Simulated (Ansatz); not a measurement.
WAu:

```
CELL_PARAMETERS angstrom
0.00000 2.90921 2.90921
2.90921 0.00000 2.90921
2.90921 2.90921 0.00000
ATOMIC_POSITIONS crystal
W 0.00000 0.00000 0.00000
Au 0.75000 0.75000 0.75000
```

The cell was built by a generator and needn't be a form met in nature.

| Item | Value |
| --- | --- |
| Program | Ansatz 0.2.0 |
| Task | relaxation of cell and atoms |
| Functional | r2SCAN |
| Potentials or basis | Ansatz PAW |
| Cutoff | 500 eV (not typed: the program's choice for these potentials) |
| k mesh | 8 × 8 × 8 |
| Occupations | fermi-dirac, width 0.05 eV |
| Spin | no spin polarisation |

At the start: volume 24.62 Å³/atom.

Problem. How do energy, volume and symmetry change on relaxing?

Solution. It ends after 4 steps and the volume is 24.02 Å³/atom (-2.4 %); space group F-43m (No. 216, to 0.05 Å).

Step by step:
| step | energy change (eV) | largest force (eV/Å) | volume (Å³) |
| --- | --- | --- | --- |
| 1 | 0.0000 | 0.0000 | 49.24 |
| 2 | -0.0130 | 0.0000 | 48.10 |
| 3 | -0.0130 | 0.0000 | 48.04 |
| 4 | -0.0126 | 0.0000 | 48.04 |

Final structure:
```
W Au
1.0
     0.00000    2.88534    2.88534
     2.88534    0.00000    2.88534
     2.88534    2.88534    0.00000
W Au
1 1
Direct
  0.00000 0.00000 0.00000
  0.75000 0.75000 0.75000
```

Caveat: the plane-wave basis is chosen anew once the cell has moved, so the energies of steps on either side of that aren't comparable; the PAW data sets come from PBE, with cores solved anew for the run's functional, which leaves a small shift of forces and pressure.
